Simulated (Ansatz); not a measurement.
# TmGa3Hg3As2N4: the cost of one run

Method: DFT PBE, scalar-relativistic, plane waves, PAW; 4f electrons in the core of a trivalent norm-conserving potential, unless a step names another level, in Ansatz 0.2.0.

1 further run of the same task is left out (it didn't finish).

## Step 1: The starting structure

Symmetry: P1, No. 1, triclinic system. The conventional cell has a = 3.363 Å, b = 8.241 Å, c = 9.982 Å, α = 105.61°, β = 91.80°, γ = 90.18°. Tm (site symmetry 1) has 3 N at 2.14 to 2.25 Å and 2 Ga at 2.98 Å and 2 As at 2.99 to 3.11 Å as nearest neighbours. Ga (site symmetry 1) has 4 N at 1.90 to 2.14 Å as nearest neighbours. Ga (site symmetry 1) is surrounded by 3 N at 1.98 to 2.03 Å. Around Ga (site symmetry 1) lie 4 N at 1.91 to 1.99 Å. Hg (site symmetry 1) is surrounded by 1 Ga at 2.54 Å and 1 As at 2.60 Å. Around Hg (site symmetry 1) lie 1 N at 2.09 Å and 1 As at 2.51 Å. Hg (site symmetry 1) has 1 N at 2.28 Å and 4 As at 2.80 to 2.90 Å as nearest neighbours. As (site symmetry 1) is surrounded by 3 Hg at 2.51 to 2.90 Å. Only part of the 13 independent sites is listed.

As a file:

```
CELL_PARAMETERS angstrom
3.36294 0.00346 0.02977
-0.03551 8.24073 0.05764
-0.39593 -2.75500 9.58632
ATOMIC_POSITIONS crystal
Tm 0.29569 0.82459 0.68871
Ga 0.28265 0.21088 0.55780
Ga 0.77338 0.85541 0.45033
Ga 0.77789 0.45782 0.49454
Hg 0.61098 0.75306 0.19135
Hg 0.27787 0.25455 0.19021
Hg 0.80920 0.40538 0.86599
As 0.29669 0.15454 0.92940
As 0.32387 0.68842 0.93740
N 0.79019 0.31802 0.62837
N 0.78462 0.69664 0.57457
N 0.27821 0.97297 0.52953
N 0.26913 0.35128 0.40607
```

It came out lowest among 23 distinct ends of the trial cells. At a tolerance of 0.05 Å it has space group P1 (No. 1).

## Step 2: Kick test: the unmoved cell on a coarse mesh

File input.yaml:

```yaml
crystal:
  lattice:
    - [3.3629350501, 0.0034637914, 0.0297657967]
    - [-0.0355090795, 8.240728198, 0.0576358267]
    - [-0.3959297868, -2.7549983427, 9.586320619]
  atoms:
    - { symbol: Tm, position: [0.2956928369, 0.8245882003, 0.6887104328] }
    - { symbol: Ga, position: [0.2826464822, 0.2108833718, 0.5577952307] }
    - { symbol: Ga, position: [0.7733826166, 0.8554137107, 0.4503289595] }
    - { symbol: Ga, position: [0.7778876411, 0.4578203924, 0.4945388217] }
    - { symbol: Hg, position: [0.6109791204, 0.7530600149, 0.1913542683] }
    - { symbol: Hg, position: [0.2778673461, 0.2545486033, 0.1902114572] }
    - { symbol: Hg, position: [0.8091960189, 0.4053770595, 0.8659852031] }
    - { symbol: As, position: [0.2966924087, 0.1545404174, 0.9294049116] }
    - { symbol: As, position: [0.3238720022, 0.6884240289, 0.9374037409] }
    - { symbol: "N", position: [0.790188076, 0.3180216395, 0.628374931] }
    - { symbol: "N", position: [0.7846157088, 0.6966353673, 0.5745713901] }
    - { symbol: "N", position: [0.2782107556, 0.9729723113, 0.5295280393] }
    - { symbol: "N", position: [0.2691299864, 0.3512828025, 0.4060665839] }
basis:
  ecutwfc: 690
kpoints:
  mp_grid: { grid: [6, 4, 2] }
hamiltonian:
  xc: pbe
  pseudopotentials:
    kind: paw
    azcp: { Tm: "pseudopotentials/pbe/nc/lanthanide_3plus/Tm.nc.azcp" }
scf:
  occupations: { method: gaussian, width: 0.2 }
  lower_state_search: "off"
output:
  forces: true
  stress: true
  eigenvalues: true
```

The run is started by

```
ansatz run input.yaml --threads 1 --pin off --max-ram 2816MiB --backend cpu --events-out ev --progress --plain --runs-dir out
```

What time and memory should one allow on 1 thread of Intel Xeon 6975P-C (Granite Rapids), shared host?

About 1.7 min, with a peak of 1.4 GiB.
